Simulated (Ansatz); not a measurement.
**C3H5Ga (SMILES C#[C][GaH][CH3]): HF/STO-3G**

What is the energy change on altering one bond length of C3H5Ga at HF/STO-3G? 

Program for the calculation: Ansatz 0.2.0.

64 further runs of the same task are left out: 64 set aside as unsound or not needed.

### Step 1. Starting point

C3H5Ga: 9 atoms, total charge 0, spin state singlet. SMILES: `C#[C][GaH][CH3]`. The coordinates come from a PBE0-D4/def2-TZVP relaxation.

Bond lengths: C1–C2 1.210 Å, C2–Ga3 1.925 Å, Ga3–C4 1.958 Å, C1–H5 1.066 Å, Ga3–H6 1.564 Å, C4–H7 1.093 Å, C4–H8 1.090 Å, C4–H9 1.094 Å. Some angles: C1–C2–Ga3 179.3°, C2–Ga3–C4 117.4°, C2–C1–H5 179.8°, C2–Ga3–H6 117.1°, C4–Ga3–H6 125.5°, Ga3–C4–H7 109.9°, Ga3–C4–H8 112.6°, Ga3–C4–H9 109.4°, H7–C4–H8 109.1°, H7–C4–H9 106.9°.

### Step 2. A single-point energy at HF/STO-3G

The input, molecule.yaml:

```yaml
crystal:
  periodic: [false, false, false]
  atoms:
    - {symbol: C, position_ang: [1.498700, 0.816800, -2.138700]}
    - {symbol: C, position_ang: [0.950000, 0.745200, -1.062800]}
    - {symbol: Ga, position_ang: [0.068800, 0.611200, 0.643700]}
    - {symbol: C, position_ang: [-1.036100, -0.972500, 0.966400]}
    - {symbol: H, position_ang: [1.983700, 0.883100, -3.086100]}
    - {symbol: H, position_ang: [0.292600, 1.783100, 1.655500]}
    - {symbol: H, position_ang: [-0.451400, -1.877200, 0.782100]}
    - {symbol: H, position_ang: [-1.435200, -1.006300, 1.980000]}
    - {symbol: H, position_ang: [-1.871000, -0.983500, 0.260000]}
basis:
  gaussian: {orbitals: STO-3G}
hamiltonian: {xc: hf}
accuracy: high
output: {orbitals: {seedname: orbitals}}
```

Command:

```sh
$ ansatz run molecule.yaml --threads 1 --pin off --max-ram 3480MiB --events-out events.jsonl --progress --plain --runs-dir runs
```

The log of the run:

```text
Warning: RAYON_NUM_THREADS=1 ignored (pool sized by the plan → 1); use --threads N
Functional definition: HF
  name "HF"
  exchange = exact_x
  correlation = 0
659 factors; integrals over basis functions are off by at most 3.6e-9 eV
mean field evaluation 1: about -54854.9943 eV, gradient 1.5e1 eV
mean field evaluation 2: about -54855.0555 eV, gradient 1.5e1 eV
mean field evaluation 4: about -54856.1099 eV, gradient 3.2e0 eV
mean field evaluation 8: about -54856.1434 eV, gradient 1.5e-2 eV
mean field -54856.14301446 eV, -2015.9260729522 hartree, gradient 3.8e-8 eV, S^2 0.000000; 0 other end points of the search recorded, 0 dependent functions left out
reference -54856.14301446 eV, -2015.9260729522 hartree; 27, 27 occupied and 11, 11 virtual orbitals, 659 factors
Total energy: -54856.14301446 eV, -2015.9260729522 hartree
```

Wall time 0.5 s (1 thread of Intel Xeon Platinum 8488C (Sapphire Rapids), shared host).

### Step 3. The distorted shape

The input, job.yaml:

```yaml
crystal:
  periodic: [false, false, false]
  atoms:
    - {symbol: C, position_ang: [0.797045, 1.902464, -1.917535]}
    - {symbol: C, position_ang: [0.248345, 1.830864, -0.841635]}
    - {symbol: Ga, position_ang: [-0.632855, 1.696864, 0.864865]}
    - {symbol: C, position_ang: [-1.737755, 0.113164, 1.187565]}
    - {symbol: H, position_ang: [1.282045, 1.968764, -2.864935]}
    - {symbol: H, position_ang: [-0.409055, 2.868764, 1.876665]}
    - {symbol: H, position_ang: [-0.451400, -1.877200, 0.782100]}
    - {symbol: H, position_ang: [-2.136855, 0.079364, 2.201165]}
    - {symbol: H, position_ang: [-2.572655, 0.102164, 0.481165]}
basis:
  gaussian: {orbitals: STO-3G}
total_charge: 0
hamiltonian: {xc: hf}
accuracy: high
output: {orbitals: {seedname: orbitals}}
```

Command:

```sh
$ ansatz run job.yaml --threads 1 --pin off --max-ram 3480MiB --events-out events.jsonl --progress --plain --runs-dir runs
```

The log of the run:

```text
Warning: RAYON_NUM_THREADS=1 ignored (pool sized by the plan → 1); use --threads N
[... 4 set-up lines as earlier in the session ...]
656 factors; integrals over basis functions are off by at most 3.6e-9 eV
mean field evaluation 1: about -54843.7550 eV, gradient 2.4e1 eV
mean field evaluation 2: about -54843.8009 eV, gradient 2.4e1 eV
mean field evaluation 4: about -54847.3025 eV, gradient 5.4e0 eV
mean field evaluation 8: about -54847.5128 eV, gradient 2.7e-1 eV
mean field evaluation 16: about -54847.5143 eV, gradient 1.3e-8 eV
mean field evaluation 32: about -54847.4685 eV, gradient 8.0e-1 eV
mean field -54847.51428224 eV, -2015.6089728918 hartree, gradient 3.0e-8 eV, S^2 0.000000; 0 other end points of the search recorded, 0 dependent functions left out
reference -54847.51428224 eV, -2015.6089728918 hartree; 27, 27 occupied and 11, 11 virtual orbitals, 656 factors
Total energy: -54847.51428224 eV, -2015.6089728918 hartree
```

Wall time 0.52 s (1 thread of Intel Xeon Platinum 8488C (Sapphire Rapids), shared host).

### Step 4. Summary of results

Level: HF/STO-3G.

| quantity | value |
| --- | --- |
| first shape: total energy | -2015.92607 Eh |
| first shape: HOMO energy | -7.20 eV |
| first shape: LUMO energy | 4.44 eV |
| first shape: HOMO–LUMO gap | 11.64 eV |
| distorted shape: total energy | -2015.60897 Eh |
| distorted shape: HOMO energy | -5.86 eV |
| distorted shape: LUMO energy | 2.71 eV |
| distorted shape: HOMO–LUMO gap | 8.57 eV |
| energy change with the C4–H7 bond stretched from 1.093 to 2.404 Å | 8.629 eV |

One bond (distorted shape) is far stretched, which a spin-restricted single reference describes badly; a broken-symmetry solution may lie lower. With the C4–H7 bond stretched from 1.093 to 2.404 Å the energy rises by 8.63 eV (199 kcal/mol). The first shape isn't relaxed at this level, so the change isn't measured from a minimum. A restricted reference can't describe the breaking bond well at this length. The minimal basis adds a large error of its own.
